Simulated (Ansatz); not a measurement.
# Mg2CdSe3: the cost of one run

Program: Ansatz 0.2.0. Level of theory: DFT PBE, scalar-relativistic, plane waves, PAW. These are calculated values, not measurements.

## Step 1: The starting structure

It takes space group P3m1 (No. 156, trigonal). Conventional cell: a = 4.068 Å, b = 4.068 Å, c = 9.964 Å, α = 90.00°, β = 90.00°, γ = 120.00°. Around Mg (site symmetry 3m) lie 4 Se at 2.49 Å. Cd (site symmetry 3m) has 4 Se at 2.49 Å in its first shell of neighbours. Se (site symmetry 3m) is surrounded by 3 Mg at 2.49 Å and 1 Cd at 2.49 Å. Se (site symmetry 3m) is surrounded by 4 Mg at 2.49 Å. Around Se (site symmetry 3m) lie 3 Cd at 2.49 Å and 1 Mg at 2.49 Å.

Coordinates:

```
Mg Cd Se
1.0
     4.06759    0.00000    0.00000
    -2.03380    3.52264    0.00000
     0.00000    0.00000    9.96352
Mg Cd Se
2 1 3
Cartesian
  2.0338 1.1742 3.3212
  0.0000 2.3484 6.6423
  0.0000 0.0000 0.0000
  0.0000 0.0000 2.4909
  2.0338 1.1742 5.8121
  0.0000 2.3484 9.1332
```

The start is an ordering of an alloy on its end members' structure types: elements ordered on the sites of the MgSe type, Cd/Mg on Mg (P3m1, No. 156).

## Step 2: A first look at the guess

Input file input.yaml:

```yaml
crystal:
  lattice:
    - [4.0675907, 0.0, 0.0]
    - [-2.03379535, 3.52263688, 0.0]
    - [0.0, 0.0, 9.96352171]
  atoms:
    - { symbol: Mg, position: [0.66666667, 0.33333333, 0.33333333] }
    - { symbol: Mg, position: [0.33333333, 0.66666667, 0.66666667] }
    - { symbol: Cd, position: [0.0, 0.0, 0.0] }
    - { symbol: Se, position: [0.0, 0.0, 0.25] }
    - { symbol: Se, position: [0.66666667, 0.33333333, 0.58333333] }
    - { symbol: Se, position: [0.33333333, 0.66666667, 0.91666667] }
basis:
  ecutwfc: 420
kpoints:
  mp_grid: { grid: [6, 6, 2] }
hamiltonian:
  xc: pbe
scf:
  occupations: { method: gaussian, width: 0.1 }
  lower_state_search: "off"
output:
  forces: true
  stress: true
  eigenvalues: true
```

Run with:

```console
ansatz run input.yaml --threads 1 --pin off --max-ram 2560MiB --backend cpu --events-out ev --progress --plain --runs-dir out
```

Q: Estimate wall time and peak memory on 1 thread of Intel Xeon at 2.50GHz (Skylake/Cascade Lake), shared host.

About 12 s, with a peak of 0.42 GiB.
